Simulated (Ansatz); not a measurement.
Working through a test of scalar relativity of HSe (charge -1)

Program: Ansatz 0.2.0 through its Python package.

The script reads `hse.xyz`:
```text
2

Se    0.76820    0.00000    0.00000
H    -0.76820    0.00000    0.00000
```

At the Python prompt:
```pycon
>>> import ansatz
>>> import numpy as np
>>> system = ansatz.Crystal.molecule_from_extxyz("hse.xyz")
>>> calc = system.calculation().functional("B3LYP").charge(-1).forces()
>>> # a set contracted for a scalar-relativistic Hamiltonian goes with the relativistic run
>>> sets = {"none": "cc-pVTZ", "scalar": "cc-pVTZ-DK"}
>>> found = {kind: calc.basis(gaussian=basis).pseudopotentials(relativity=kind).run(threads=1, pin="off").report for kind, basis in sets.items()}
>>> for kind, each in found.items():
...     dipole = 4.803205 * np.linalg.norm(each["charge_distribution"]["dipole_moment_e_ang"])
...     print(f"{kind:7s} E = {each['free_energy_ev']:.4f} eV  dipole {dipole:.3f} D  largest force component {np.abs(each['forces_ev_ang']).max():.4f} eV/A")
...
none    E = -65369.2417 eV  dipole 0.028 D  largest force component 0.9763 eV/A
scalar  E = -66139.4009 eV  dipole 0.055 D  largest force component 0.9812 eV/A
>>> print(f"relativity lowers the total energy by {found['none']['free_energy_ev'] - found['scalar']['free_energy_ev']:.3f} eV")
relativity lowers the total energy by 770.159 eV
```

Total energies depend on the basis set; only differences at equal settings carry meaning. The geometry is a force-field or estimated start, not a minimum of this method. The basis set changes with the Hamiltonian (a set recontracted for scalar relativity), and most of the change in the total lies in the cores. An ion's dipole depends on the origin; the program takes it about the centre of nuclear charge. b3lyp holds the VWN-RPA fit, as in Gaussian; the form of ORCA and Turbomole is b3lyp5. Anions want diffuse functions, which this basis lacks. It ran for 1.6 s on 1 thread of Arm Neoverse V2, with other jobs on the host, peak memory 0.17 GiB.
